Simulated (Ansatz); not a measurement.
Born–Oppenheimer molecular dynamics of a periodic cell of 25 atoms, Rb3Be4Si4O14 (host Rb2Be2Si2O7, host structure Pnn2, one Rb atom removed), cell charge -1. It goes on from the last frame of an earlier run, with new velocities.

Theory: DFT PBEsol, scalar-relativistic, plane waves, PAW (Ansatz 0.2.0). Settings: cutoff 420 eV, k mesh 2x1x1, fermi-dirac smearing 0.05 eV, no spin polarisation.

```
ensemble                      : NVE (velocity Verlet)
time step                     : 1.5 fs
steps asked                   : 350
starting velocities drawn for : 2400 K
seed                          : 447310
```

Frames 7.5 fs apart, positions in Å.

Velocities at 180.0 fs (Å/ps):

```
Rb 1.15 -2.53 0.92
Rb 0.95 -4.87 11.29
Rb 3.13 -5.34 -8.62
Be -2.80 -10.92 5.95
Be -7.45 1.12 -13.96
Be -10.63 -1.50 6.34
Be 8.91 12.50 19.76
Si 0.00 -8.00 -6.43
Si -2.78 -3.34 9.07
Si -6.40 12.36 -15.15
Si -0.64 -0.16 -12.38
O 5.20 18.89 -4.49
O 6.17 10.84 15.61
O -7.46 -7.70 5.20
O 9.67 5.89 -13.89
O -10.23 9.56 16.34
O 4.32 1.23 -5.23
O -6.84 14.88 0.83
O -10.75 -4.79 -8.04
O 11.52 6.34 0.65
O -0.14 -2.66 12.71
O -5.87 8.67 -11.99
O 12.39 0.05 9.79
O -2.25 1.14 13.04
O -9.67 3.50 -16.21
```

```xyz
25
Lattice="5.3039 0.0000 0.0000 0.0000 8.6079 0.0000 0.0000 0.0000 9.1942" Properties=species:S:1:pos:R:3 time_fs=180.0 energy_less_start_eV=1.545 T=1910
Rb 2.504 0.276 3.774
Rb 0.321 -0.063 0.067
Rb 2.744 4.331 5.053
Be 2.352 2.153 7.220
Be 5.244 5.884 3.066
Be -0.211 2.465 2.428
Be 2.470 6.943 7.814
Si 5.208 6.981 6.003
Si -0.049 1.912 5.618
Si 2.662 2.327 1.029
Si 2.587 5.614 1.270
O 1.132 6.799 7.007
O 0.208 2.672 4.242
O 1.418 6.181 2.434
O 3.809 1.726 1.953
O 3.656 2.168 6.218
O 0.186 0.250 5.227
O 4.029 7.384 6.989
O 5.383 5.804 4.827
O 2.570 4.034 0.912
O 2.688 1.802 8.747
O 1.162 2.041 1.950
O 0.818 1.917 6.879
O 2.893 6.486 9.128
O 3.883 5.943 2.269
25
Lattice="5.3039 0.0000 0.0000 0.0000 8.6079 0.0000 0.0000 0.0000 9.1942" Properties=species:S:1:pos:R:3 time_fs=187.5 energy_less_start_eV=1.135 T=2042
Rb 2.512 0.256 3.783
Rb 0.326 -0.099 0.151
Rb 2.767 4.293 4.986
Be 2.368 2.029 7.271
Be 5.197 5.910 2.962
Be -0.231 2.410 2.530
Be 2.564 7.034 7.858
Si 5.214 6.951 5.953
Si -0.103 1.857 5.682
Si 2.583 2.441 0.951
Si 2.583 5.623 1.223
O 1.208 6.937 6.989
O 0.240 2.764 4.337
O 1.354 6.103 2.438
O 3.884 1.790 1.850
O 3.587 2.238 6.332
O 0.199 0.228 5.187
O 3.945 7.471 6.988
O 5.283 5.799 4.761
O 2.657 4.059 0.914
O 2.684 1.765 8.794
O 1.151 2.112 1.827
O 0.954 1.948 6.980
O 2.858 6.506 9.221
O 3.844 5.958 2.165
25
Lattice="5.3039 0.0000 0.0000 0.0000 8.6079 0.0000 0.0000 0.0000 9.1942" Properties=species:S:1:pos:R:3 time_fs=195.0 energy_less_start_eV=1.020 T=2078
Rb 2.521 0.234 3.792
Rb 0.327 -0.134 0.234
Rb 2.786 4.259 4.917
Be 2.482 1.868 7.353
Be 5.157 5.952 2.870
Be -0.127 2.304 2.686
Be 2.691 7.105 7.737
Si 5.230 6.993 5.932
Si -0.175 1.775 5.765
Si 2.489 2.550 0.954
Si 2.565 5.634 1.286
O 1.297 7.056 6.970
O 0.230 2.831 4.407
O 1.293 5.994 2.369
O 3.922 1.898 1.759
O 3.590 2.280 6.396
O 0.166 0.164 5.157
O 3.864 7.497 6.942
O 5.153 5.863 4.702
O 2.736 4.080 0.898
O 2.679 1.690 8.758
O 1.170 2.192 1.688
O 1.034 2.008 7.031
O 2.788 6.596 9.219
O 3.889 5.965 2.127
25
Lattice="5.3039 0.0000 0.0000 0.0000 8.6079 0.0000 0.0000 0.0000 9.1942" Properties=species:S:1:pos:R:3 time_fs=202.5 energy_less_start_eV=0.865 T=2128
Rb 2.531 0.212 3.801
Rb 0.326 -0.169 0.314
Rb 2.803 4.227 4.846
Be 2.585 1.734 7.371
Be 5.164 5.980 2.856
Be 0.005 2.221 2.805
Be 2.737 7.111 7.624
Si 5.256 7.101 5.943
Si -0.209 1.711 5.869
Si 2.469 2.587 0.954
Si 2.545 5.671 1.375
O 1.327 7.147 6.903
O 0.171 2.809 4.459
O 1.255 5.873 2.254
O 3.935 2.040 1.725
O 3.687 2.269 6.394
O 0.081 0.087 5.150
O 3.886 7.479 6.815
O 5.017 6.001 4.672
O 2.800 4.161 0.860
O 2.681 1.622 8.806
O 1.115 2.255 1.627
O 1.004 2.055 6.981
O 2.681 6.709 9.175
O 3.959 5.975 2.137
25
Lattice="5.3039 0.0000 0.0000 0.0000 8.6079 0.0000 0.0000 0.0000 9.1942" Properties=species:S:1:pos:R:3 time_fs=210.0 energy_less_start_eV=1.159 T=2036
Rb 2.543 0.189 3.812
Rb 0.322 -0.202 0.392
Rb 2.819 4.196 4.774
Be 2.586 1.683 7.324
Be 5.243 5.986 2.980
Be 0.073 2.238 2.857
Be 2.673 7.058 7.594
Si 5.291 7.244 5.942
Si -0.169 1.669 5.941
Si 2.544 2.580 0.947
Si 2.570 5.742 1.399
O 1.311 7.210 6.800
O 0.081 2.681 4.479
O 1.200 5.770 2.163
O 3.929 2.183 1.774
O 3.762 2.206 6.387
O -0.033 0.056 5.163
O 3.964 7.436 6.666
O 4.909 6.195 4.664
O 2.830 4.246 0.799
O 2.678 1.572 8.911
O 1.004 2.293 1.659
O 0.961 2.060 6.883
O 2.554 6.793 9.167
O 3.969 6.003 2.152
25
Lattice="5.3039 0.0000 0.0000 0.0000 8.6079 0.0000 0.0000 0.0000 9.1942" Properties=species:S:1:pos:R:3 time_fs=217.5 energy_less_start_eV=0.065 T=2382
Rb 2.557 0.165 3.823
Rb 0.315 -0.234 0.467
Rb 2.833 4.167 4.701
Be 2.514 1.727 7.326
Be 5.277 5.987 3.174
Be 0.028 2.357 2.873
Be 2.610 7.004 7.586
Si 5.326 7.362 5.889
Si -0.102 1.627 5.902
Si 2.640 2.585 0.979
Si 2.631 5.817 1.343
O 1.337 7.246 6.716
O -0.010 2.479 4.460
O 1.130 5.701 2.125
O 3.906 2.303 1.908
O 3.721 2.107 6.426
O -0.131 0.159 5.165
O 3.911 7.366 6.646
O 4.863 6.391 4.635
O 2.818 4.277 0.716
O 2.661 1.522 8.940
O 0.988 2.325 1.707
O 1.048 2.039 6.850
O 2.431 6.845 9.192
O 3.958 6.065 2.196
25
Lattice="5.3039 0.0000 0.0000 0.0000 8.6079 0.0000 0.0000 0.0000 9.1942" Properties=species:S:1:pos:R:3 time_fs=225.0 energy_less_start_eV=1.277 T=1999
Rb 2.573 0.142 3.835
Rb 0.304 -0.265 0.540
Rb 2.848 4.137 4.628
Be 2.463 1.817 7.412
Be 5.254 6.004 3.267
Be -0.096 2.510 2.835
Be 2.596 6.989 7.589
Si 5.305 7.438 5.830
Si -0.076 1.634 5.816
Si 2.702 2.614 1.032
Si 2.668 5.860 1.251
O 1.396 7.262 6.651
O -0.082 2.295 4.387
O 1.107 5.676 2.133
O 3.884 2.393 2.122
O 3.666 1.974 6.473
O -0.189 0.301 5.141
O 3.798 7.271 6.728
O 4.890 6.550 4.572
O 2.781 4.264 0.622
O 2.640 1.496 8.929
O 1.101 2.353 1.756
O 1.193 2.000 6.850
O 2.336 6.869 9.222
O 3.940 6.156 2.275
25
Lattice="5.3039 0.0000 0.0000 0.0000 8.6079 0.0000 0.0000 0.0000 9.1942" Properties=species:S:1:pos:R:3 time_fs=232.5 energy_less_start_eV=0.739 T=2167
Rb 2.591 0.118 3.847
Rb 0.289 -0.292 0.612
Rb 2.862 4.107 4.554
Be 2.555 1.889 7.556
Be 5.229 6.034 3.137
Be -0.134 2.630 2.752
Be 2.584 7.015 7.617
Si 5.226 7.486 5.832
Si -0.085 1.746 5.805
Si 2.708 2.648 1.080
Si 2.669 5.847 1.188
O 1.393 7.272 6.565
O -0.124 2.239 4.232
O 1.150 5.694 2.175
O 3.818 2.465 2.335
O 3.692 1.837 6.493
O -0.213 0.258 5.099
O 3.788 7.172 6.811
O 4.964 6.654 4.498
O 2.749 4.246 0.535
O 2.641 1.532 8.979
O 1.284 2.383 1.824
O 1.205 1.949 6.768
O 2.284 6.880 9.220
O 3.876 6.253 2.333
25
Lattice="5.3039 0.0000 0.0000 0.0000 8.6079 0.0000 0.0000 0.0000 9.1942" Properties=species:S:1:pos:R:3 time_fs=240.0 energy_less_start_eV=1.141 T=2039
Rb 2.609 0.095 3.862
Rb 0.269 -0.316 0.683
Rb 2.875 4.078 4.481
Be 2.670 1.930 7.595
Be 5.215 6.109 2.913
Be 0.007 2.685 2.666
Be 2.507 7.074 7.621
Si 5.124 7.474 5.893
Si -0.122 1.860 5.796
Si 2.692 2.684 1.128
Si 2.633 5.789 1.184
O 1.329 7.279 6.487
O -0.123 2.301 4.105
O 1.251 5.737 2.216
O 3.680 2.539 2.451
O 3.773 1.740 6.505
O -0.212 0.216 5.086
O 3.902 7.082 6.869
O 5.065 6.671 4.399
O 2.740 4.248 0.467
O 2.676 1.622 9.109
O 1.411 2.416 1.932
O 1.167 1.914 6.661
O 2.278 6.880 9.181
O 3.754 6.328 2.317
```

Of the whole run (525 fs, mean temperature of the second half 1932 K): The conserved energy stayed within 1.7 meV per atom of its start (net change 1 meV per atom), so there is no drift, though single steps change it by up to 20 meV in the whole system, a sign of fast motions only just resolved. A run of 0.53 ps of so small a system gives no equilibrium averages. Limits of this set-up: coarse k mesh, charged cell in a uniform background, uncorrected.

Time of the run: 20 min on 1 thread of Arm Neoverse V2, with other jobs on the host, peak memory 0.64 GiB.
